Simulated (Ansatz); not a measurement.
This script makes the interaction energy of a dimer with the counterpoise correction of CH₂BrI, SMILES BrCI with Ansatz's Python interface.

`ch2bri_dimer.py`:
```python
"""Binding of a CH2BrI dimer at a trial geometry."""

from dataclasses import dataclass

import ansatz as az


@dataclass(frozen=True)
class Settings:
    basis: str = "def2-SVP"
    xc: str = "PBE0"


settings = Settings()

FIRST = [
    ("Br", (-1.741, -0.1491, 0.435)),
    ("C", (0.0489, 0.1021, -0.1771)),
    ("I", (1.2947, -0.7665, 1.2155)),
    ("H", (0.2877, 1.1904, -0.2964)),
    ("H", (0.1096, -0.3771, -1.1768)),
]
SECOND = [
    ("Br", (2.8248, -4.5299, 1.9119)),
    ("C", (1.0329, -4.1303, 2.4325)),
    ("I", (0.5255, -5.4535, 3.9283)),
    ("H", (0.3284, -4.2243, 1.5662)),
    ("H", (1.0312, -3.0715, 2.7666)),
]

def energy(atoms, ghosts=()):
    molecule = az.Crystal.molecule()
    for symbol, xyz in atoms:
        molecule = molecule.atom(symbol, xyz)
    calc = (
        molecule.calculation()
        .basis(gaussian=settings.basis)
        .functional(settings.xc)
        .scf(lower_state_search="standard")
    )
    deck = calc.input()
    if ghosts:
        deck = deck.set(az.key.basis.gaussian.ghost_atoms, [{"symbol": s, "position_ang": list(xyz)} for s, xyz in ghosts])
    return az.Session.from_dict(deck).plan().execute().report["free_energy_ev"]

# monomers in their own basis and in the basis of the dimer
both = energy(FIRST + SECOND)
alone = energy(FIRST) + energy(SECOND)
ghosted = energy(FIRST, SECOND) + energy(SECOND, FIRST)
print(f"dimer {both:.6f} eV")
print(f"interaction, uncorrected   {(both - alone):8.3f} eV")
print(f"interaction, counterpoise  {(both - ghosted):8.3f} eV")
print(f"basis-set superposition    {(alone - ghosted):8.3f} eV")
```

How large is the interaction at this pose, and how much of it is basis-set superposition?

Uncorrected it is 0.028 eV, with the counterpoise correction 0.046 eV; the difference, 0.02 eV, is the superposition error. In this basis both values are repulsive.

The output:

```console
$ python ch2bri_dimer.py
dimer -158396.011842 eV
interaction, uncorrected      0.028 eV
interaction, counterpoise     0.046 eV
basis-set superposition       0.018 eV
```

What to keep in mind:
- The settings weren't tested for convergence.
- The dimer is a generated trial pose of unrelaxed monomers, not a minimum, so the figure is no binding energy, and the basis set is small.
- def2 sets replace the cores of elements past krypton by effective core potentials.
- This level lacks the dispersion part of the attraction (electrostatics and induction are there), which can decide the sign where the interaction is weak.
- Run time: 32 s on 1 thread of Arm Neoverse V1, on a shared host, peak memory 0.62 GiB.
